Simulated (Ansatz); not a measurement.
C2H6ClNSn, SMILES C[N](C)[Sn][Cl], a geometry optimisation

With Ansatz's Python interface.

Run as a notebook:

In [1]:
```python
import ansatz as az
import numpy as np
```

In [2]:
```python
mol = (
    az.Crystal.molecule()
    .atom("C", (-0.8327, -0.1797, 1.1934))
    .atom("N", (-0.1267, 0.4953, 0.0988))
    .atom("C", (1.0957, -0.2258, -0.1466))
    .atom("Sn", (-1.1862, 0.4312, -1.6356))
    .atom("Cl", (-0.0905, 1.4635, -3.4043))
    .atom("H", (-1.8264, 0.4389, 1.3496))
    .atom("H", (-0.2718, -0.0999, 2.1314))
    .atom("H", (-1.0869, -1.1755, 0.931))
    .atom("H", (1.7028, 0.2811, -0.9068))
    .atom("H", (0.9366, -1.2846, -0.3917))
    .atom("H", (1.7513, -0.2015, 0.8014))
)
```

In [3]:
```python
calculation = (
    mol.calculation()
    .basis(gaussian="def2-SVP")
    .functional("PBE0", dispersion="d3bj")
)
symbols = [site.symbol for site in mol.cartesian_sites]
start = np.array([site.position_ang for site in mol.cartesian_sites], dtype=float)
report = calculation.relax(force_tolerance=0.01, max_steps=100).run().report
end = np.array(report["positions_ang"])
```

In [4]:
```python
for key in ("converged", "free_energy_ev", "reference_energy_ev", "n_frozen", "n_occupied", "n_virtual"):
    print(f"{key:22s} {report[key]}")
```
```text
converged              True
free_energy_ev         -22002.93694271178
reference_energy_ev    -22002.675102830846
n_frozen               0
n_occupied             [32, 32]
n_virtual              [84, 84]
```

In [5]:
```python
print("final positions (A) and the move of each atom")
for symbol, xyz, old in zip(symbols, end, start):
    print(f"{symbol:2s} {xyz[0]:10.5f} {xyz[1]:10.5f} {xyz[2]:10.5f}   {np.linalg.norm(xyz - old):7.4f}")
```
```text
final positions (A) and the move of each atom
C    -0.88584   -0.23881    1.15626    0.0877
N    -0.28132    0.13910   -0.09439    0.4337
C     1.09133   -0.27098   -0.22233    0.0883
Sn   -1.41257    1.16198   -1.45882    0.7852
Cl    0.31683    1.34810   -3.13311    0.5028
H    -1.93635    0.09593    1.20875    0.3867
H    -0.35495    0.20325    2.02249    0.3327
H    -0.88185   -1.33711    1.30235    0.4539
H     1.49858    0.04658   -1.19227    0.4221
H     1.19211   -1.37173   -0.14695    0.3644
H     1.71925    0.16669    0.57864    0.4315
```

What to keep in mind:
- Total energies depend on the basis set; only differences at equal settings carry meaning.
- The end point is the stationary point reached from this start; no frequency run checks that it is a minimum, and the basis set is modest.
- def2 sets replace the cores of elements past krypton by effective core potentials.
- Total less reference energy is the dispersion correction.
- Wall time of the script: 110 s on 1 thread of Arm Neoverse V1, on a shared host, peak memory 0.38 GiB.

(Lines on the test bed's own set-up are left out of the output.)
